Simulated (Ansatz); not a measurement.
**C7H5NS: up Jacob's ladder to CCSD(T)**

One table from this session's results is given with a row withheld; the runs are named, their logs left out.

Computed with Ansatz 0.2.0, Gaussian basis. Level: functionals in def2-TZVPP, the program's frozen cores in correlated methods.

The runs, in order: LDA (SPW92), PBE-D4, revPBE-D4, BLYP-D4, r2SCAN-D4, B97M-V, PBE0-D4, B3LYP-D4, r2SCANh-D4, r2SCAN0-D4, HSE06-D4, BHLYP-D4, CAM-B3LYP-D4, LC-ωPBE, ωB97X-V, ωB97M-V, B2PLYP, PBE-QIDH; CCSD(T)/def2-SVP; CCSD(T)/def2-TZVPP; MP2/def2-QZVPP; extrapolation to the limit; RPA on PBE.

### The relaxed structure

The geometry comes from an earlier relaxation with PBE0-D4 in a triple-zeta def2 set; it is a stationary point, not always the lowest conformer.

SMILES `c1ccc2scnc2c1`, 14 atoms, charge 0, spin multiplicity 1.

Atoms are counted from 1 here; the program's logs count them from 0.

Bond lengths: C1–C2 1.399 Å, C1–C9 1.379 Å, C1–H10 1.084 Å, C2–C3 1.381 Å, C2–H11 1.084 Å, C3–C4 1.390 Å, C3–H12 1.083 Å, C4–S5 1.724 Å, C4–C8 1.408 Å, S5–C6 1.734 Å, C6–N7 1.285 Å, C6–H13 1.083 Å, N7–C8 1.377 Å, C8–C9 1.394 Å, C9–H14 1.083 Å. Angles: C2–C1–C9 121.0°, C2–C1–H10 119.3°, C9–C1–H10 119.7°, C1–C2–C3 121.1°, C1–C2–H11 119.5°, C3–C2–H11 119.4°, C2–C3–C4 117.9°, C2–C3–H12 120.9°, C4–C3–H12 121.2°, C3–C4–S5 129.5°, C3–C4–C8 121.5°, S5–C4–C8 109.0°, C4–S5–C6 88.8°, S5–C6–N7 116.8°, S5–C6–H13 119.7°, N7–C6–H13 123.6°, C6–N7–C8 110.3°, C4–C8–N7 115.1° and more.

Set-up of the first run:

File in.yaml:

```yaml
crystal:
  periodic: [false, false, false]
  atoms:
    - {symbol: C, position_ang: [-0.131004, -1.866427, -0.436147]}
    - {symbol: C, position_ang: [1.212315, -1.537610, -0.225265]}
    - {symbol: C, position_ang: [1.588309, -0.250607, 0.104562]}
    - {symbol: C, position_ang: [0.589885, 0.710170, 0.220822]}
    - {symbol: S, position_ang: [0.718931, 2.384277, 0.613226]}
    - {symbol: C, position_ang: [-1.004469, 2.515017, 0.467794]}
    - {symbol: N, position_ang: [-1.642474, 1.442575, 0.160003]}
    - {symbol: C, position_ang: [-0.765573, 0.392027, 0.011060]}
    - {symbol: C, position_ang: [-1.121780, -0.914537, -0.321116]}
    - {symbol: H, position_ang: [-0.393942, -2.885601, -0.693725]}
    - {symbol: H, position_ang: [1.971666, -2.304651, -0.322024]}
    - {symbol: H, position_ang: [2.629484, -0.000307, 0.267053]}
    - {symbol: H, position_ang: [-1.485810, 3.470671, 0.635369]}
    - {symbol: H, position_ang: [-2.165547, -1.155009, -0.481614]}
basis:
  gaussian: {orbitals: def2-TZVPP}
hamiltonian: {xc: lda}
output: {orbitals: {seedname: orbitals}}
```

The run is started by

```bash
$ ansatz run in.yaml --threads 2 --pin off --events-out ev --progress --plain --max-ram 32768MiB --backend cuda --devices 0, --max-vram 18GiB
```

Among the steps run: LDA; PBE-D4 (GGA); revPBE-D4 (GGA); BLYP-D4 (GGA); r2SCAN-D4 (meta-GGA); B97M-V (meta-GGA); B3LYP-D4 (hybrid); r2SCANh-D4 (hybrid); r2SCAN0-D4 (hybrid); HSE06-D4 (hybrid); BHLYP-D4 (hybrid); CAM-B3LYP-D4 (range-separated); LC-ωPBE (range-separated); ωB97X-V (range-separated); ωB97M-V (range-separated); B2PLYP (double hybrid); PBE-QIDH (double hybrid).

One table of the session follows, with a row left open; its other results are not shown here.

It belongs to the step «Frontier levels by functional». 

```
  functional  HOMO (eV)  gap (eV)
 LDA (SPW92)      -6.19      3.97
      PBE-D4      -5.98      4.00
   revPBE-D4      -5.91      4.02
     BLYP-D4      -5.79      3.98
   r2SCAN-D4      -6.15      4.31
      B97M-V      -6.12      4.38
     PBE0-D4      -6.93      5.81
    B3LYP-D4      -6.71      5.42
  r2SCANh-D4          ?         ?
  r2SCAN0-D4      -7.05      6.00
    HSE06-D4      -6.54      5.05
    BHLYP-D4      -7.69      7.59
CAM-B3LYP-D4      -8.07      8.01
     LC-ωPBE      -9.33     10.24
     ωB97X-V      -8.99      9.91
     ωB97M-V      -8.89      9.76
```

Q: Estimate the row for r2SCANh-D4 from the others.

Worked estimate for «HOMO (eV)». Against the share of exact exchange, r2SCAN-D4 (0, -6.15), r2SCAN0-D4 (0.25, -7.05) give a slope of -3.60 per unit share; at 0.1 the line stands at -6.51.

The run gave: HOMO (eV): -6.51; gap (eV): 4.99. In «HOMO (eV)» the line misses by 0.00.
